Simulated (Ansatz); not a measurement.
TaWC2:

```xyz
4
Lattice="1.5719 0.9075 5.1016 -1.5719 0.9075 5.1016 0.0000 -1.8150 5.1016" Properties=species:S:1:pos:R:3 pbc="T T T"
W     0.0000    0.0000    0.0000
Ta    0.0000    0.0000    7.6524
C     0.0000    0.0000    3.8405
C     0.0000    0.0000   11.4644
```

The cell comes from a database or a generator and needn't be the stable form of this composition.

Base run:

- Program: Ansatz 0.2.0
- Functional: LDA
- Potentials or basis: Ansatz PAW
- Cutoff: 420 eV (not typed: the program's choice for these potentials)
- k mesh: 10 × 10 × 10
- Occupations: fermi-dirac, width 0.05 eV
- Spin: no spin polarisation
- Hubbard terms: Ta d U = 1 eV, W d U = 1 eV

Its results: band gap on the k mesh none (metal or under the smearing width); pressure -16.2 GPa; largest force 0.050 eV/Å.

**Question.** The run is repeated on the same cell with these changes: hubbard terms from Ta d U = 1 eV, W d U = 1 eV to Ta d U = 4 eV, W d U = 4 eV. What comes out?

**Answer.** Band gap on the k mesh none (metal or under the smearing width); pressure -14.6 GPa; largest force 0.094 eV/Å.

Caveats: spin-orbit coupling is left out, which moves the levels of the heavy elements; U without spin polarisation on a metal has little footing; the PAW data sets come from PBE, with cores solved anew for the run's functional, which leaves a small shift of forces and pressure; the U is typed as a test and isn't derived for this compound.
